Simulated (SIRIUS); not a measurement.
Crystal: Hf2Pd2Se2Br2O3.

```
CELL_PARAMETERS angstrom
5.76069 0.00496 -0.00286
-0.52750 5.84664 0.03413
-1.48435 -0.92642 6.64586
ATOMIC_POSITIONS crystal
Hf 0.74540 0.39602 0.34989
Hf 0.28763 0.45322 0.59401
Pd 0.90854 0.13294 0.84849
Pd 0.25249 0.90323 0.35874
Se 0.63469 0.40355 0.93716
Se 0.62597 0.78174 0.53023
Br 0.85273 0.99089 0.15355
Br 0.22526 0.82084 0.86223
O 0.96040 0.28925 0.59026
O 0.43233 0.24524 0.40864
O 0.07457 0.58308 0.36682
```

The cell was built by a generator and needn't be a form met in nature.

```yaml
Program: SIRIUS 7.12.0
Task: single point
Functional: PBE
Potentials_or_basis: PseudoDojo 0.4.1 PBE standard (scalar relativistic)
Cutoff: 1177 eV
Density_cutoff: 4707 eV
k_mesh: 5 × 5 × 4
Occupations: fermi-dirac, width 0.05 eV
Spin: no spin polarisation
```

On this cell: pressure -0.4 GPa; largest force 0.226 eV/Å; band gap on the k mesh 0.21 eV.

The same run follows on a disturbed copy (atoms moved at random, drawn with an rms of 0.05 Å):

```xyz
11
Lattice="5.7607 0.0050 -0.0029 -0.5275 5.8466 0.0341 -1.4844 -0.9264 6.6459" Properties=species:S:1:pos:R:3 pbc="T T T"
Hf    3.5457    2.0120    2.3010
Hf    0.5083    2.0763    3.9384
Pd    3.9050   -0.0495    5.6217
Pd    0.4474    4.9368    2.4229
Se    2.0657    1.4461    6.2559
Se    2.4543    4.0885    3.5227
Br    4.1457    5.6474    1.0612
Br   -0.3870    3.9560    5.7494
O     4.4817    1.1781    3.9787
O     1.7457    1.0798    2.6942
O    -0.4336    3.1019    2.4493
```

Q: What changes?

A: The energy moves by +7.1 meV/atom; pressure -0.6 GPa; largest force 0.786 eV/Å; band gap on the k mesh 0.16 eV.

Forces in eV/Å, atoms in the order of the input:
```
Hf   0.288 -0.184  0.543
Hf   0.010  0.342 -0.016
Pd  -0.053  0.030  0.219
Pd   0.078  0.388 -0.054
Se  -0.139  0.157 -0.338
Se  -0.379 -0.010  0.060
Br   0.170 -0.088 -0.023
Br  -0.025  0.069  0.049
O    0.033  0.167 -0.740
O    0.067 -0.142  0.010
O   -0.050 -0.729  0.289
```

Stress tensor (GPa, compression positive):
```
-0.90 -0.21 -0.43
-0.21 -0.17  0.54
-0.43  0.54 -0.80
```

Caveats: this set's palladium file may shift the pressure by some GPa; spin-orbit coupling is left out, which moves the levels of the heavy elements; an odd mesh through Γ misses points on the zone boundary, where band edges often lie.
